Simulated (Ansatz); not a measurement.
# In2O3: the cost of one run

Computed with Ansatz 0.2.0 (DFT r2SCAN, scalar-relativistic, plane waves, PAW, unless a step's input says otherwise).

1 further run of the same task is left out (set aside as unsound or not needed). Runs told in other sessions of the task aren't counted.

## Step 1: The structure to begin with

The structure is trigonal, space group R-3c (No. 167). The conventional cell has a = 5.508 Å, b = 5.508 Å, c = 14.560 Å, α = 90.00°, β = 90.00°, γ = 120.00°. Around In (site symmetry 3) lie 6 O at 2.13 to 2.26 Å. O (site symmetry 2) has 4 In at 2.13 to 2.26 Å in its first shell of neighbours.

Coordinates:

```cif
data_structure
_symmetry_space_group_name_H-M 'P 1'
_symmetry_Int_Tables_number 1
_cell_length_a 5.8024
_cell_length_b 5.8024
_cell_length_c 5.8024
_cell_angle_alpha 56.669
_cell_angle_beta 56.669
_cell_angle_gamma 56.669
_cell_volume 127.51
loop_
_atom_site_label
_atom_site_type_symbol
_atom_site_fract_x
_atom_site_fract_y
_atom_site_fract_z
_atom_site_occupancy
In1 In 0.35707 0.35707 0.35707 1
In2 In 0.14293 0.14293 0.14293 1
In3 In 0.64293 0.64293 0.64293 1
In4 In 0.85707 0.85707 0.85707 1
O1 O 0.54657 0.95343 0.25000 1
O2 O 0.25000 0.54657 0.95343 1
O3 O 0.95343 0.25000 0.54657 1
O4 O 0.45343 0.04657 0.75000 1
O5 O 0.75000 0.45343 0.04657 1
O6 O 0.04657 0.75000 0.45343 1
```

It is the result of an earlier relaxation at this level (volume 12.75 Å³/atom; gap on the mesh: 1.80 eV).

## Step 2: The reference cell

The reference gives a free energy of -25861.4693 eV, pressure 0.01 GPa, largest force 0.002 eV/Å and gap on the mesh 1.80 eV. It was computed beforehand with the settings of the runs below.

## Step 3: Next: a two-dimensional strain map

The cell is strained by p along both x and y and by q along z, with fractional coordinates fixed.

## Step 4: Point p = -0.050, q = -0.050

input.yaml

```yaml
crystal:
  lattice:
    - [2.6162397591, 1.5104867292, 4.6107488901]
    - [-2.6162397591, 1.5104867292, 4.6107488901]
    - [0.0, -3.0209734584, 4.6107488901]
  atoms:
    - { symbol: In, position: [0.3570704061, 0.3570704061, 0.3570704061] }
    - { symbol: In, position: [0.1429295939, 0.1429295939, 0.1429295939] }
    - { symbol: In, position: [0.6429295939, 0.6429295939, 0.6429295939] }
    - { symbol: In, position: [0.8570704061, 0.8570704061, 0.8570704061] }
    - { symbol: O, position: [0.5465740402, 0.9534259598, 0.25] }
    - { symbol: O, position: [0.25, 0.5465740402, 0.9534259598] }
    - { symbol: O, position: [0.9534259598, 0.25, 0.5465740402] }
    - { symbol: O, position: [0.4534259598, 0.0465740402, 0.75] }
    - { symbol: O, position: [0.75, 0.4534259598, 0.0465740402] }
    - { symbol: O, position: [0.0465740402, 0.75, 0.4534259598] }
basis:
  ecutwfc: 500
kpoints:
  mp_grid: { grid: [6, 6, 6] }
hamiltonian:
  xc: r2scan
scf:
  occupations: { method: gaussian, width: 0.05 }
output:
  forces: true
  stress: true
  eigenvalues: true
```

Command:

```
ansatz run input.yaml --threads 2 --pin off --max-ram 5120MiB --backend cpu --events-out ev --progress --plain --runs-dir out
```

Q: Estimate wall time and peak memory on 2 threads of AMD EPYC 9R45 (Zen 5), shared host.

About 3.7 s, with a peak of 0.96 GiB.
